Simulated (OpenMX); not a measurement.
Runs of OpenMX 3.8.5 on TaTe. It takes space group Pm-3m (No. 221, cubic). The conventional cell has a = 3.420 Å, b = 3.420 Å, c = 3.420 Å, α = 90.00°, β = 90.00°, γ = 90.00°. Ta (site symmetry m-3m) has 8 Te at 2.96 Å as nearest neighbours. Te (site symmetry m-3m) is surrounded by 8 Ta at 2.96 Å. The cell was built by a generator and needn't be a form met in nature.

| level | gap on the mesh (eV) | pressure (GPa) |
| --- | --- | --- |
| PBE | none | 1.4 |
| PBE+D3 | none | -3.7 |
| PBE+D3(BJ) | none | -4.1 |
| PBE+D4 | none | (a) |

Alike in all rows: task single point; potentials or basis OpenMX 2013 PBE set, Ta7.0-s3p2d2f1, Te7.0-s3p2d2f1, grid cutoff 500 Ry; no spin polarisation; cell as given; k mesh 7 × 7 × 7; smearing fermi-dirac 0.05 eV.

Problem. Estimate the missing entries.

Solution. (a) -2.5.

Caveats: the basis of atomic orbitals isn't converged, which shifts pressures, moduli and gaps; pairwise dispersion overbinds metals, which lowers pressure and volume (some runs).

A k mesh can miss the band edges, and the runs leave out spin-orbit coupling on Ta, Te.

A gap of «none» marks a metal or a gap under the smearing width.
